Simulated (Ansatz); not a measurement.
# FePt: the cost of one run

Method: DFT PBE, scalar-relativistic, plane waves, PAW, in Ansatz 0.2.0.

2 further runs of the same task are left out: 2 that didn't finish. Runs told in other sessions of the task aren't counted.

## Step 1: The structure to begin with

Symmetry: P4/mmm, No. 123, tetragonal system. The conventional cell has a = 2.729 Å, b = 2.729 Å, c = 3.765 Å, α = 90.00°, β = 90.00°, γ = 90.00°. Fe (site symmetry 4/mmm) is surrounded by 8 Pt at 2.70 Å and 4 Fe at 2.73 Å. Pt (site symmetry 4/mmm) is surrounded by 8 Fe at 2.70 Å and 4 Pt at 2.73 Å.

As a file:

```xyz
2
Lattice="2.7291 0.0000 0.0000 0.0000 2.7291 0.0000 0.0000 0.0000 3.7652" Properties=species:S:1:pos:R:3 pbc="T T T"
Fe    1.3646    1.3646    1.8826
Pt    0.0000    0.0000    0.0000
```

The cell was relaxed beforehand at this level, from a generated guess; it is a trial structure. At a tolerance of 0.05 Å it has space group P4/mmm (No. 123); it has 14.02 Å³/atom, an uncorrected energy of -0.23 eV/atom over the elements.

## Step 2: Electronic structure at the relaxed geometry

input.yaml

```yaml
crystal:
  lattice:
    - [2.729103282, 0.0, 0.0]
    - [0.0, 2.729103282, 0.0]
    - [0.0, 0.0, 3.7652258568]
  atoms:
    - { symbol: Fe, position: [0.5, 0.5, 0.5], spin: 3.28 }
    - { symbol: Pt, position: [0.0, 0.0, 0.0], spin: 0.42 }
basis:
  ecutwfc: 420
kpoints:
  mp_grid: { grid: [20, 20, 14] }
  band_path:
    path:
      - [[0.0, 0.0, 0.0], [0.0, 0.5, 0.0], [0.5, 0.5, 0.0], [0.0, 0.0, 0.0], [0.0, 0.0, 0.5], [0.0, 0.5, 0.5], [0.5, 0.5, 0.5], [0.0, 0.0, 0.5]]
      - [[0.0, 0.5, 0.0], [0.0, 0.5, 0.5]]
      - [[0.5, 0.5, 0.0], [0.5, 0.5, 0.5]]
    npoints: 14
hamiltonian:
  xc: pbe
scf:
  occupations: { method: gaussian, width: 0.1 }
  n_extra_bands: 6
output:
  forces: true
  stress: true
  eigenvalues: true
  populations: true
  dos: { projected: true, de: 0.02, nscf_kmesh: { grid: [24, 24, 17] } }
  bader: true
  write_density: true
  write_potential: true
  elf: true
  volumetric_format: npy
magnetization:
  spin_polarized: true
checkpoint:
  read: start.run
  write: ck
  compress: false
  write_wavefunctions: false
  write_every: 100000
```

Command:

```
> ansatz run input.yaml --threads 4 --pin off --max-ram 8192MiB --backend cpu --events-out ev --progress --plain --runs-dir out
```

Q: Estimate wall time and peak memory on 4 threads of Intel Xeon at 2.50GHz (Skylake/Cascade Lake), shared host.

About 45 s, with a peak of 0.78 GiB.
